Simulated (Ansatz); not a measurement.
# H₃OPSeSi: how energies converge with the basis set

Aim: see how fast density functionals converge with the basis set for H₃OPSeSi.

The runs use Ansatz 0.2.0, Gaussian basis; one geometry, several basis sets.

Plan: PBE0-D4/def2-SVP; ωB97M-V/def2-SVP; PBE0-D4/def2-QZVPP; ωB97M-V/def2-QZVPP; the functionals' def2-TZVPP values are taken from earlier runs.

## (1) Structure used throughout

The geometry comes from an earlier relaxation with PBE0-D4 in a triple-zeta def2 set; it is a stationary point, not always the lowest conformer.

SMILES `OP1[SiH2][Se]1`, 7 atoms, charge 0, spin multiplicity 1.

Atoms are counted from 1 here; the program's logs count them from 0.

Bond lengths: O1–P2 1.653 Å, O1–H5 0.963 Å, P2–Si3 2.229 Å, P2–Se4 2.327 Å, Si3–Se4 2.238 Å, Si3–H6 1.480 Å, Si3–H7 1.480 Å. Angles: P2–O1–H5 110.4°, O1–P2–Si3 99.5°, O1–P2–Se4 105.9°, Si3–P2–Se4 58.8°, P2–Si3–Se4 62.8°, P2–Si3–H6 117.9°, P2–Si3–H7 119.1°, Se4–Si3–H6 117.9°, Se4–Si3–H7 117.2°, H6–Si3–H7 113.2°, P2–Se4–Si3 58.4°.

As a file:

| atom | x (Å) | y (Å) | z (Å) |
| --- | --- | --- | --- |
| O1 | -0.50283 | -1.77453 | -0.01218 |
| P2 | -0.54754 | -0.46482 | 0.99566 |
| Si3 | 0.08552 | 1.12159 | -0.43709 |
| Se4 | 1.61583 | 0.39077 | 1.02367 |
| H5 | -0.42048 | -2.58751 | 0.49687 |
| H6 | 0.25142 | 0.74592 | -1.85864 |
| H7 | -0.42063 | 2.50059 | -0.25409 |

## (2) PBE0-D4 in def2-SVP

Input file in.yaml:

```yaml
crystal:
  periodic: [false, false, false]
  atoms:
    - {symbol: O, position_ang: [-0.502831, -1.774535, -0.012183]}
    - {symbol: P, position_ang: [-0.547543, -0.464817, 0.995663]}
    - {symbol: Si, position_ang: [0.085524, 1.121593, -0.437091]}
    - {symbol: Se, position_ang: [1.615835, 0.390768, 1.023675]}
    - {symbol: H, position_ang: [-0.420483, -2.587515, 0.496865]}
    - {symbol: H, position_ang: [0.251424, 0.745921, -1.858640]}
    - {symbol: H, position_ang: [-0.420629, 2.500588, -0.254089]}
basis:
  gaussian: {orbitals: def2-SVP}
hamiltonian: {xc: pbe0, dispersion: d4}
output: {orbitals: {seedname: orbitals}}
```

Launch:

```
ansatz run in.yaml --threads 2 --pin off --events-out ev --progress --plain --max-ram 4352MiB
```

Further steps of the session: ωB97M-V in def2-SVP; PBE0-D4 in def2-QZVPP; ωB97M-V in def2-QZVPP.

**Question.** What will the summary of the whole plan be? Wanted: PBE0-D4: double and triple zeta above quadruple; ωB97M-V: double and triple zeta above quadruple.

The runs gave:

| quantity | value |
| --- | --- |
| PBE0-D4: double and triple zeta above quadruple | 18.92, 2.06 eV |
| ωB97M-V: double and triple zeta above quadruple | 18.85, 1.97 eV |

In words: For PBE0-D4 the step from double to triple zeta gains 16.86 eV and the next only 2.06 eV. Total energies overstate the basis error of differences, where much of it tends to cancel. The LUMO of ωB97M-V is positive and keeps falling with the basis (1.41 to 0.81 eV): an unbound level that the basis holds in place.
